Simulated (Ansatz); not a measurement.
# C2H8BNSi: up Jacob's ladder to CCSD(T)

Aim: compute C2H8BNSi with functionals from several rungs and with coupled cluster. The yardstick is the atomisation energy at the CCSD(T) limit.

Program: Ansatz 0.2.0, Gaussian basis. Level of theory: functionals in def2-TZVPP, the program's frozen cores in correlated methods. These are calculated values, not measurements.

Plan: LDA (SPW92), PBE-D4, revPBE-D4, BLYP-D4, r2SCAN-D4, B97M-V, PBE0-D4, B3LYP-D4, r2SCANh-D4, r2SCAN0-D4, HSE06-D4, BHLYP-D4, CAM-B3LYP-D4, LC-ωPBE, ωB97X-V, ωB97M-V, B2PLYP, PBE-QIDH; CCSD(T)/def2-SVP; CCSD(T)/def2-TZVPP; MP2/def2-QZVPP; extrapolation to the limit; RPA on PBE.

### 1 Structure used throughout

The geometry comes from an earlier relaxation with PBE0-D4 in a triple-zeta def2 set; it is a stationary point, not always the lowest conformer.

SMILES `BN[SiH2]C=C`, 13 atoms, charge 0, spin multiplicity 1.

Atoms are counted from 1 here; the program's logs count them from 0.

Bond lengths: B1–N2 1.398 Å, B1–H6 1.198 Å, B1–H7 1.198 Å, N2–Si3 1.747 Å, N2–H8 1.011 Å, Si3–C4 1.856 Å, Si3–H9 1.489 Å, Si3–H10 1.482 Å, C4–C5 1.331 Å, C4–H11 1.089 Å, C5–H12 1.087 Å, C5–H13 1.087 Å. Angles: N2–B1–H6 119.0°, N2–B1–H7 119.7°, H6–B1–H7 121.3°, B1–N2–Si3 127.2°, B1–N2–H8 116.6°, Si3–N2–H8 116.2°, N2–Si3–C4 111.3°, N2–Si3–H9 110.3°, N2–Si3–H10 105.9°, C4–Si3–H9 106.8°, C4–Si3–H10 112.0°, H9–Si3–H10 110.6°, Si3–C4–C5 122.4°, Si3–C4–H11 119.3°, C5–C4–H11 118.3°, C4–C5–H12 121.5°, C4–C5–H13 122.4°, H12–C5–H13 116.0°.

### 2 LDA

This LDA is Slater exchange with PW92 correlation.

in.yaml

```yaml
crystal:
  periodic: [false, false, false]
  atoms:
    - {symbol: B, position_ang: [-2.296642, -0.726521, 1.117033]}
    - {symbol: N, position_ang: [-1.431371, -0.313848, 0.099064]}
    - {symbol: Si, position_ang: [0.266364, -0.694211, -0.061851]}
    - {symbol: C, position_ang: [1.305145, 0.843846, -0.047331]}
    - {symbol: C, position_ang: [2.083264, 1.187380, -1.070843]}
    - {symbol: H, position_ang: [-1.872567, -1.424832, 1.993124]}
    - {symbol: H, position_ang: [-3.442510, -0.376079, 1.099581]}
    - {symbol: H, position_ang: [-1.825852, 0.280710, -0.617773]}
    - {symbol: H, position_ang: [0.521624, -1.372914, -1.362370]}
    - {symbol: H, position_ang: [0.590507, -1.594889, 1.070056]}
    - {symbol: H, position_ang: [1.284364, 1.493397, 0.826940]}
    - {symbol: H, position_ang: [2.142369, 0.578325, -1.969214]}
    - {symbol: H, position_ang: [2.695904, 2.084836, -1.061713]}
basis:
  gaussian: {orbitals: def2-TZVPP}
hamiltonian: {xc: lda}
output: {orbitals: {seedname: orbitals}}
```

Further steps of the session: PBE-D4 (GGA); revPBE-D4 (GGA); BLYP-D4 (GGA); r2SCAN-D4 (meta-GGA); B97M-V (meta-GGA); PBE0-D4 (hybrid); B3LYP-D4 (hybrid); r2SCANh-D4 (hybrid); r2SCAN0-D4 (hybrid); HSE06-D4 (hybrid); BHLYP-D4 (hybrid); CAM-B3LYP-D4 (range-separated); LC-ωPBE (range-separated); ωB97X-V (range-separated); ωB97M-V (range-separated); B2PLYP (double hybrid); PBE-QIDH (double hybrid); CCSD(T) in def2-SVP; CCSD(T) in def2-TZVPP; MP2 in def2-QZVPP; RPA on PBE orbitals.

Before running them: what should the planned runs give, taken together? Wanted: atomisation energy, CCSD(T)/CBS; farthest beyond LDA; mean size of error, GGA; mean size of error, meta-GGA; mean size of error, hybrid; mean size of error, range-separated; mean size of error, double hybrid; gap, smallest and largest; T1 diagnostic.

As calculated:

| quantity | value |
| --- | --- |
| atomisation energy, CCSD(T)/CBS | 4898.8 kJ/mol |
| functionals within 24.5 kJ/mol (0.5 %) | BLYP-D4, r2SCAN-D4, B97M-V, PBE0-D4, r2SCANh-D4, HSE06-D4, LC-ωPBE, ωB97X-V, PBE-QIDH |
| farthest beyond LDA | PBE-D4 (+74.0 kJ/mol) |
| mean size of error, GGA | 38.0 kJ/mol |
| mean size of error, meta-GGA | 15.9 kJ/mol |
| mean size of error, hybrid | 31.3 kJ/mol |
| mean size of error, range-separated | 29.4 kJ/mol |
| mean size of error, double hybrid | 25.1 kJ/mol |
| gap, smallest and largest | 5.16 eV (LDA (SPW92)), 12.49 eV (LC-ωPBE) |
| T1 diagnostic | 0.0122 |
| triples share of the correlation energy | 4.0 % |

In words: LDA overbinds by 619.8 kJ/mol (13 %). PBE-D4 misses by +74.0 kJ/mol. Double hybrids carry the basis error of their MP2 part in triple zeta, and no dispersion term here, so their miss is partly the set-up's. By mean error the best rung here is meta-GGA (15.9 kJ/mol) and the worst beyond LDA is GGA (38.0 kJ/mol). The gap between the best rungs is small, so their order is not settled. Misses under about 24.5 kJ/mol are within the doubt on the reference itself, which lacks core-valence correlation, relativity and higher excitations. Hartree-Fock recovers 75 % of the binding; the rest is correlation. CCSD(T) in def2-SVP is off by -249.8 kJ/mol, worse than the median functional, from the basis alone. The gap grows from 5.2 to 12.5 eV across the functionals, mostly with the share of exact exchange.
